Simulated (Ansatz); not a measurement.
# Sr3BiN, space group Pm-3m: a scan of the energy under strain

Computed with Ansatz's Python interface.

The cells in order, each with its output:

```python
import ansatz as az
import numpy as np
from tabulate import tabulate
```

```python
VECTORS = np.array([
    [5.23493993, 0.0, 0.0],
    [0.0, 5.23493993, 0.0],
    [0.0, 0.0, 5.23493993],
])
SITES = [
    ("Sr", (0.5, 0.5, 0.0)),
    ("Sr", (0.0, 0.5, 0.5)),
    ("Sr", (0.5, 0.0, 0.5)),
    ("Bi", (0.0, 0.0, 0.0)),
    ("N", (0.5, 0.5, 0.5)),
]
```

```python
def crystal_on(cell):
    crystal = az.Crystal(lattice=az.Lattice.of(cell))
    for symbol, position in SITES:
        crystal = crystal.atom(symbol, position)
    return crystal
```

```python
# clamped ions: the fractional positions stay as typed
values = np.linspace(-0.01, 0.01, 7)
energies = []
for d in values:
    strain = np.diag([0, 0, d])
    cell = VECTORS @ (np.eye(3) + strain)
    model = (
        crystal_on(cell).calculation()
        .occupations("methfessel_paxton")
        .functional(az.Functional.LDA)
        .basis(19 * az.Ha)
        .kpoints(7, 7, 7)  # the mesh must be finer for metals
    )
    data = model.run().report
    energies.append(data["free_energy_ev"] / len(SITES))
    print(f"d = {d:+.4f}  F = {energies[-1]:.5f} eV/atom")
energies = np.array(energies)
```

    d = -0.0100  F = -4559.53444 eV/atom
    d = -0.0067  F = -4559.53290 eV/atom
    d = -0.0033  F = -4559.53117 eV/atom
    d = +0.0000  F = -4559.52927 eV/atom
    d = +0.0033  F = -4559.52720 eV/atom
    d = +0.0067  F = -4559.52496 eV/atom
    d = +0.0100  F = -4559.52256 eV/atom

```python
print(tabulate(zip(values, 1000 * (energies - energies.min())), headers=["strain", "dE (meV/atom)"], floatfmt=".3f"))
curvature = 2 * np.polyfit(values, energies, 3)[1]
volume = abs(np.linalg.det(VECTORS)) / len(SITES)
print(f"d2E/dd2 over the volume: {curvature / volume * 160.21766:.1f} GPa")
```

      strain    dE (meV/atom)
    --------  ---------------
      -0.010            0.000
      -0.007            1.545
      -0.003            3.273
       0.000            5.175
       0.003            7.248
       0.007            9.486
       0.010           11.883
    d2E/dd2 over the volume: 85.6 GPa

Against the unstrained cell the energy per atom changes by -5.17 meV at one end of the scan and +6.71 meV at the other, and its second derivative over the volume is 85.6 GPa. The lowest row is an end of the scan, as the cell stands under stress.

Caveats:
- Total energies depend on the potentials; only differences at equal settings carry meaning.
- Cold and Methfessel-Paxton smearing aren't meant for a gap as narrow as their width.
- The curvature belongs to this strain pattern and to the cell's stress; it equals a single elastic constant only for simple patterns.
- Spin-orbit coupling, which matters for elements this heavy, is left out.
- This cell is a computed structure, which may not be the phase found in nature.
- The ions keep their fractional positions (clamped ions).
- The whole script took 70 s on 1 thread of Arm Neoverse V1, on a shared host, peak memory 0.54 GiB.
